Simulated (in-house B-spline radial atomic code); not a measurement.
# Zr: a fraction of an electron removed from 5s, part 2 of 2

Aim: the energy of Zr as a fraction of an electron is removed from 5s, to see how far it bends away from a straight line.

Calculated with an in-house B-spline radial atomic code; scalar-relativistic (X2C) SCAN, spin-polarised. Aim: the energy of Zr as a fraction of an electron is removed from 5s, to see how far it bends away from a straight line.

## 8. 0.53 electron removed from 5s

The run's settings:

```ini
Z = 40
electrons = 39.47
configuration = [Kr] 4d2 5s1.47
hamiltonian = x2c
method = scan,scan
spin_polarised = True
nucleus = fermi
rms_radius = 4.2694
mass_number = 90
atomic_mass = 89.904698755
speed_of_light = 137.035999084
```

Results of the run:

```text
{
  "status": "converged",
  "scf [iteration, energy, orbital gradient]": [
    [1, -3598.42454467, 0.122],
    [2, -3598.43186149, 0.00213],
    [3, -3598.43193236, 0.00135],
    [4, -3598.43195217, 0.000856],
    [5, -3598.43196398, 0.000262],
    [6, -3598.43196509, 6.22e-05],
    [7, -3598.43196517, 1.61e-05],
    [8, -3598.43196518, 3.13e-06],
    [9, -3598.43196518, 1.9e-06],
    [10, -3598.43196518, 1.19e-06],
    [11, -3598.43196518, 6.6e-07],
    [12, -3598.43196518, 1.37e-07]
  ],
  "energy [hartree]": {"total": -3598.43196518, "kinetic": 3718.43366155, "nuclear": -8679.181556, "coulomb": 1477.52922401, "xc": -115.213294731},
  "orbitals [hartree, bohr; first row names the columns]": [
    ["name", "occ", "eps", "<r>"],
    ["1s up", 1.0, -655.75989, 0.036599],
    ["1s down", 1.0, -655.75974, 0.036599],
    ["2s up", 1.0, -91.444198, 0.1621],
    ["2s down", 1.0, -91.437077, 0.16209],
    ["2p up", 3.0, -81.468309, 0.14156],
    ["2p down", 3.0, -81.462947, 0.14155],
    ["3s up", 1.0, -15.289431, 0.45716],
    ["3s down", 1.0, -15.285964, 0.45721],
    ["3p up", 3.0, -12.001488, 0.46132],
    ["3p down", 3.0, -11.997282, 0.46135],
    ["3d up", 5.0, -6.6300102, 0.4526],
    ["3d down", 5.0, -6.6228301, 0.45255],
    ["4s up", 1.0, -2.2080722, 1.22],
    ["4s down", 1.0, -2.1639518, 1.2126],
    ["4p up", 3.0, -1.3764352, 1.3768],
    ["4p down", 3.0, -1.3225586, 1.3604],
    ["4d up", 2.0, -0.27765417, 2.1939],
    ["5s up", 1.0, -0.29394169, 3.4543],
    ["5s down", 0.47, -0.23462807, 3.8117]
  ],
  "sum_r [bohr^k]": {"-1": 219.7366, "1": 29.73284, "2": 53.89937},
  "energy_minus_base [hartree]": 0.102951576
}
```

Wall time 0.29 s (1 thread, shared host).

## 9. 0.7 electron removed from 5s

Changes to the settings of step 8:

```diff
@@ -1,4 +1,4 @@
 Z = 40
-electrons = 39.47
-configuration = [Kr] 4d2 5s1.47
+electrons = 39.3
+configuration = [Kr] 4d2 5s1.3
 hamiltonian = x2c
```

Results of the run:

```text
{
  "status": "converged",
  "scf [iteration, energy, orbital gradient]": [
    [1, -3598.38283483, 0.122],
    [2, -3598.39005088, 0.00215],
    [3, -3598.39011034, 0.00122],
    [4, -3598.3901267, 0.000714],
    [5, -3598.39013643, 0.000161],
    [6, -3598.39013741, 4.57e-05],
    [7, -3598.3901375, 1.73e-05],
    [8, -3598.39013751, 2.82e-06],
    [9, -3598.39013751, 1.84e-06],
    [10, -3598.39013751, 1.09e-06],
    [11, -3598.39013751, 4.97e-07],
    [12, -3598.39013751, 1.08e-07]
  ],
  "energy [hartree]": {"total": -3598.39013751, "kinetic": 3718.39376656, "nuclear": -8677.47339739, "coulomb": 1475.88267698, "xc": -115.193183665},
  "orbitals [hartree, bohr; first row names the columns]": [
    ["name", "occ", "eps", "<r>"],
    ["1s up", 1.0, -655.80231, 0.036599],
    ["1s down", 1.0, -655.802, 0.036599],
    ["2s up", 1.0, -91.486306, 0.1621],
    ["2s down", 1.0, -91.479045, 0.16209],
    ["2p up", 3.0, -81.510438, 0.14156],
    ["2p down", 3.0, -81.504922, 0.14155],
    ["3s up", 1.0, -15.331519, 0.45716],
    ["3s down", 1.0, -15.327877, 0.45721],
    ["3p up", 3.0, -12.043588, 0.46132],
    ["3p down", 3.0, -12.039169, 0.46135],
    ["3d up", 5.0, -6.6721247, 0.4526],
    ["3d down", 5.0, -6.6646688, 0.45254],
    ["4s up", 1.0, -2.2502505, 1.22],
    ["4s down", 1.0, -2.2051915, 1.2128],
    ["4p up", 3.0, -1.418672, 1.3769],
    ["4p down", 3.0, -1.3637888, 1.3599],
    ["4d up", 2.0, -0.31904557, 2.1753],
    ["5s up", 1.0, -0.33089885, 3.4083],
    ["5s down", 0.3, -0.25693431, 3.7798]
  ],
  "sum_r [bohr^k]": {"-1": 219.6939, "1": 28.99071, "2": 50.38811},
  "energy_minus_base [hartree]": 0.144779242
}
```

It took 0.3 s on 1 thread, shared host.

## 10. 0.87 electron removed from 5s

Changes to the settings of step 9:

```diff
@@ -1,4 +1,4 @@
 Z = 40
-electrons = 39.3
-configuration = [Kr] 4d2 5s1.3
+electrons = 39.13
+configuration = [Kr] 4d2 5s1.13
 hamiltonian = x2c
```

Results of the run:

```text
{
  "status": "converged",
  "scf [iteration, energy, orbital gradient]": [
    [1, -3598.33789612, 0.122],
    [2, -3598.34487728, 0.00209],
    [3, -3598.34492028, 0.00117],
    [4, -3598.34493113, 0.000677],
    [5, -3598.34493763, 0.000117],
    [6, -3598.34493846, 3.03e-05],
    [7, -3598.34493858, 1.36e-05],
    [8, -3598.34493861, 6.18e-06],
    [9, -3598.34493862, 2.83e-06],
    [10, -3598.34493862, 1.6e-06],
    [11, -3598.34493862, 8.84e-07],
    [12, -3598.34493862, 3.43e-07]
  ],
  "energy [hartree]": {"total": -3598.34493862, "kinetic": 3718.35035401, "nuclear": -8675.73160657, "coulomb": 1474.2119808, "xc": -115.175666858},
  "orbitals [hartree, bohr; first row names the columns]": [
    ["name", "occ", "eps", "<r>"],
    ["1s up", 1.0, -655.84554, 0.036599],
    ["1s down", 1.0, -655.84507, 0.036599],
    ["2s up", 1.0, -91.529213, 0.1621],
    ["2s down", 1.0, -91.521807, 0.16209],
    ["2p up", 3.0, -81.553367, 0.14156],
    ["2p down", 3.0, -81.547689, 0.14155],
    ["3s up", 1.0, -15.374399, 0.45716],
    ["3s down", 1.0, -15.370577, 0.45721],
    ["3p up", 3.0, -12.086482, 0.46132],
    ["3p down", 3.0, -12.081841, 0.46134],
    ["3d up", 5.0, -6.7150338, 0.4526],
    ["3d down", 5.0, -6.7072908, 0.45253],
    ["4s up", 1.0, -2.2932083, 1.22],
    ["4s down", 1.0, -2.2471417, 1.2131],
    ["4p up", 3.0, -1.4616777, 1.3769],
    ["4p down", 3.0, -1.4056666, 1.3592],
    ["4d up", 2.0, -0.36111004, 2.1571],
    ["5s up", 1.0, -0.36829327, 3.3641],
    ["5s down", 0.13, -0.27339773, 3.752]
  ],
  "sum_r [bohr^k]": {"-1": 219.6503, "1": 28.26244, "2": 47.01195},
  "energy_minus_base [hartree]": 0.189978138
}
```

Wall time 0.3 s (1 thread, shared host).

## 11. 0.9 electron removed from 5s

Changes to the settings of step 10:

```diff
@@ -1,4 +1,4 @@
 Z = 40
-electrons = 39.13
-configuration = [Kr] 4d2 5s1.13
+electrons = 39.1
+configuration = [Kr] 4d2 5s1.1
 hamiltonian = x2c
```

Results of the run:

```text
{
  "status": "converged",
  "scf [iteration, energy, orbital gradient]": [
    [1, -3598.32972988, 0.122],
    [2, -3598.33665532, 0.00206],
    [3, -3598.3366943, 0.00116],
    [4, -3598.33670368, 0.000666],
    [5, -3598.33670922, 0.000112],
    [6, -3598.33670998, 2.8e-05],
    [7, -3598.33671011, 1.47e-05],
    [8, -3598.33671015, 6.1e-06],
    [9, -3598.33671016, 2.63e-06],
    [10, -3598.33671016, 1.47e-06],
    [11, -3598.33671016, 7.89e-07],
    [12, -3598.33671016, 1.02e-07]
  ],
  "energy [hartree]": {"total": -3598.33671016, "kinetic": 3718.34254917, "nuclear": -8675.42192266, "coulomb": 1473.91565249, "xc": -115.17298916},
  "orbitals [hartree, bohr; first row names the columns]": [
    ["name", "occ", "eps", "<r>"],
    ["1s up", 1.0, -655.85322, 0.036599],
    ["1s down", 1.0, -655.85272, 0.036599],
    ["2s up", 1.0, -91.536839, 0.1621],
    ["2s down", 1.0, -91.529407, 0.16209],
    ["2p up", 3.0, -81.560997, 0.14156],
    ["2p down", 3.0, -81.555291, 0.14155],
    ["3s up", 1.0, -15.382021, 0.45716],
    ["3s down", 1.0, -15.378166, 0.45721],
    ["3p up", 3.0, -12.094107, 0.46132],
    ["3p down", 3.0, -12.089425, 0.46134],
    ["3d up", 5.0, -6.7226609, 0.4526],
    ["3d down", 5.0, -6.7148669, 0.45253],
    ["4s up", 1.0, -2.300847, 1.22],
    ["4s down", 1.0, -2.2545995, 1.2132],
    ["4p up", 3.0, -1.4693254, 1.3769],
    ["4p down", 3.0, -1.4130932, 1.3591],
    ["4d up", 2.0, -0.36858753, 2.154],
    ["5s up", 1.0, -0.37491711, 3.3565],
    ["5s down", 0.1, -0.27498296, 3.7468]
  ],
  "sum_r [bohr^k]": {"-1": 219.6425, "1": 28.13501, "2": 46.42655},
  "energy_minus_base [hartree]": 0.198206597
}
```

It took 0.3 s on 1 thread, shared host.

## 12. 1 electron removed from 5s

Changes to the settings of step 11:

```diff
@@ -1,4 +1,4 @@
 Z = 40
-electrons = 39.1
-configuration = [Kr] 4d2 5s1.1
+electrons = 39.0
+configuration = [Kr] 4d2 5s1
 hamiltonian = x2c
```

Results of the run:

```text
{
  "status": "converged",
  "scf [iteration, energy, orbital gradient]": [
    [1, -3598.30264074, 0.122],
    [2, -3598.30931773, 0.00196],
    [3, -3598.30934496, 0.00109],
    [4, -3598.30934971, 0.000622],
    [5, -3598.30935167, 9.62e-05],
    [6, -3598.30935175, 2.01e-05],
    [7, -3598.30935176, 4.25e-06],
    [8, -3598.30935176, 3.42e-07]
  ],
  "energy [hartree]": {"total": -3598.30935176, "kinetic": 3718.31644875, "nuclear": -8674.38654189, "coulomb": 1472.92645026, "xc": -115.165708867},
  "orbitals [hartree, bohr; first row names the columns]": [
    ["name", "occ", "eps", "<r>"],
    ["1s up", 1.0, -655.87889, 0.036599],
    ["1s down", 1.0, -655.87829, 0.036599],
    ["2s up", 1.0, -91.562326, 0.1621],
    ["2s down", 1.0, -91.554808, 0.16209],
    ["2p up", 3.0, -81.586493, 0.14156],
    ["2p down", 3.0, -81.580694, 0.14155],
    ["3s up", 1.0, -15.407497, 0.45716],
    ["3s down", 1.0, -15.403533, 0.4572],
    ["3p up", 3.0, -12.11959, 0.46132],
    ["3p down", 3.0, -12.114776, 0.46134],
    ["3d up", 5.0, -6.7481535, 0.45261],
    ["3d down", 5.0, -6.7401899, 0.45252],
    ["4s up", 1.0, -2.3263867, 1.22],
    ["4s down", 1.0, -2.2796009, 1.2135],
    ["4p up", 3.0, -1.4949009, 1.377],
    ["4p down", 3.0, -1.4378802, 1.3582],
    ["4d up", 2.0, -0.39361826, 2.1439],
    ["5s up", 1.0, -0.3969594, 3.3306]
  ],
  "sum_r [bohr^k]": {"-1": 219.6166, "1": 27.71203, "2": 44.49126},
  "energy_minus_base [hartree]": 0.225564998
}
```

It took 0.24 s on 1 thread, shared host.

## 13. Results

The summary covers parts 1 to 2.

| fraction | energy change (eV) | less the straight line (eV) | level 5s down (eV) | sum of <r²> (bohr²) |
| --- | --- | --- | --- | --- |
| 0 | 0.0000 | 0.0000 | -4.115 | 66.217 |
| 0.03 | 0.1255 | -0.0587 | -4.252 | 65.446 |
| 0.25 | 1.1705 | -0.3639 | -5.241 | 60.088 |
| 0.3 | 1.4379 | -0.4035 | -5.455 | 58.942 |
| 0.42 | 2.1227 | -0.4552 | -5.952 | 56.263 |
| 0.5 | 2.6116 | -0.4573 | -6.270 | 54.535 |
| 0.53 | 2.8015 | -0.4517 | -6.385 | 53.899 |
| 0.7 | 3.9396 | -0.3569 | -6.992 | 50.388 |
| 0.87 | 5.1696 | -0.1704 | -7.440 | 47.012 |
| 0.9 | 5.3935 | -0.1307 | -7.483 | 46.427 |
| 1 | 6.1379 | 0.0000 | empty | 44.491 |

From fraction 0 to 1 the energy changes by 6.138 eV. It sags under the straight line by up to 0.46 eV (at 0.5); exact theory is straight between whole electron numbers, so this convex bend is an error (delocalisation) that favours fractional charges. Slater's transition state, the slope from the orbital energy at fraction 0.5 (Janak's theorem), gives 6.270 eV for the whole step. The tabulated ionisation energy is 6.63413 ± 5e-06 eV (measured; NIST Atomic Spectra Database), so the whole step is off by -0.50 eV, and minus the highest level at fraction 0 (4.115 eV) by -2.52 eV. Spin-orbit coupling is left out. Open shells are averaged (over orientations, and over spins where the run is restricted), while tables refer to the lowest levels.
